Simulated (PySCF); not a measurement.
# [Sm(SH)2]+: forces at shaken geometries

How stiff is [Sm(SH)2]+? Its atoms are displaced at random by several amounts. The species was built from a template and needn't be a known compound.

The runs use PySCF 2.14.0; BP86, Sm lcecp-1-SVP with ECP51, S def2-SVP, H def2-SVP; scalar-relativistic core potentials, no spin–orbit coupling.

3 further runs of the same task are left out: 2 for a known fault of the program, 1 that didn't finish. Runs told in other sessions of the task aren't counted.

## 1. The starting structure

5 atoms, charge 1, spin multiplicity 1.

Bond lengths: Sm1–S2 2.542 Å, Sm1–S4 2.542 Å, S2–H3 1.368 Å, S4–H5 1.368 Å. Angles: S2–Sm1–S4 109.8°, Sm1–S2–H3 98.1°, Sm1–S4–H5 98.1°.

Coordinates:

```
atom    x (Å)    y (Å)    z (Å)
 Sm1  -1.1477   1.0194  -0.2832
  S2  -0.0724   0.6210   1.9859
  H3   0.8238  -0.3413   1.6087
  S4  -0.0724  -0.4923  -2.0216
  H5   0.8238  -1.1221  -1.2022
```

Formal oxidation states: Sm +3. Each metal's 5 4f electrons lie in its core potential, so multiplicities, spins and levels count the valence alone. An earlier session relaxed this geometry at BP86, Sm lcecp-1-SVP with ECP51, S def2-SVP, H def2-SVP (singlet, point group C2v).

Its energy there is -832.043706 Eh.

## 2. Atoms moved at random, σ = 0.15 Å

Contents of run.py (the lines that set the calculation):

```python
mol = gto.M(atom='''
Sm    -1.41208     1.29810    -0.43332
S     -0.03342     0.58020     2.02266
H      0.87008    -0.27595     1.58950
S     -0.13430    -0.56764    -1.93011
H      1.06481    -1.35011    -1.16112''',
    basis={'Sm': 'lcecp-1-SVP', 'S': 'def2-SVP', 'H': 'def2-SVP'},
    ecp={'Sm': 'lcecp-1-SVP'},
    charge=1, spin=0)
mf = dft.RKS(mol, xc='B88,P86')
mf.grids.atom_grid = (50, 194)  # f atoms: unpruned, at least (60, 302)
mf = mf.density_fit()  # fitting sets: Sm AutoAux, S def2-universal-JKFIT, H def2-universal-JKFIT
mf.conv_tol = 1e-08; mf.max_cycle = 55
mf.kernel(dm0)  # dm0: the density of the relaxed state
```

Started as:

```
$ OMP_NUM_THREADS=2 python run.py
```

## 3. Atoms moved at random, σ = 0.15 Å

Contents of run.py (the lines that set the calculation):

```python
mol = gto.M(atom='''
Sm    -1.11273     0.95991    -0.11611
S      0.26811     0.56536     1.76655
H      0.25989    -0.02056     1.80309
S     -0.04514    -0.56585    -2.15170
H      0.98496    -1.25426    -1.21421''',
    basis={'Sm': 'lcecp-1-SVP', 'S': 'def2-SVP', 'H': 'def2-SVP'},
    ecp={'Sm': 'lcecp-1-SVP'},
    charge=1, spin=0)
mf = dft.RKS(mol, xc='B88,P86')
mf.grids.atom_grid = (50, 194)  # f atoms: unpruned, at least (60, 302)
mf = mf.density_fit()  # fitting sets: Sm AutoAux, S def2-universal-JKFIT, H def2-universal-JKFIT
mf.conv_tol = 1e-08; mf.max_cycle = 55
mf.kernel(dm0)  # dm0: the density of the relaxed state
```

## 4. Atoms moved at random, σ = 0.1 Å

Contents of run.py (the lines that set the calculation):

```python
mol = gto.M(atom='''
Sm    -1.27720     0.85857    -0.34553
S     -0.07523     0.64187     1.98957
H      1.00462    -0.38089     1.55627
S     -0.06811    -0.43170    -1.99671
H      0.77100    -1.00324    -1.11597''',
    basis={'Sm': 'lcecp-1-SVP', 'S': 'def2-SVP', 'H': 'def2-SVP'},
    ecp={'Sm': 'lcecp-1-SVP'},
    charge=1, spin=0)
mf = dft.RKS(mol, xc='B88,P86')
mf.grids.atom_grid = (50, 194)  # f atoms: unpruned, at least (60, 302)
mf = mf.density_fit()  # fitting sets: Sm AutoAux, S def2-universal-JKFIT, H def2-universal-JKFIT
mf.conv_tol = 1e-08; mf.max_cycle = 55
mf.kernel(dm0)  # dm0: the density of the relaxed state
```

Q: Predict the outcome of this session. Wanted: for each run, σ; energy rise; harmonic estimate −½ F·u; largest force component.

**Answer**, as computed:

| σ (Å) | energy rise (eV) | harmonic estimate −½ F·u (eV) | largest force component (eV/Å) |
| --- | --- | --- | --- |
| 0.15 | 1.420 | 1.242 | 2.53 |
| 0.15 | 41.808 | 38.076 | 220.98 |
| 0.1 | 0.444 | 0.402 | 1.93 |

Every displacement raises the energy. For a harmonic well the rise equals −½ F·u; the two differ by at most 13 % here (a move with σ = 0.15 Å), from anharmonicity, the grid and the small forces left at the relaxed point. The largest moves cost over 1 eV, far outside the harmonic range, so agreement there can come from errors that cancel between squeezed and stretched bonds. The bases are small and lack diffuse functions. Spin–orbit coupling is left out. The core potential fixes the 4f count, so no charge can pass from the ligands into that shell.
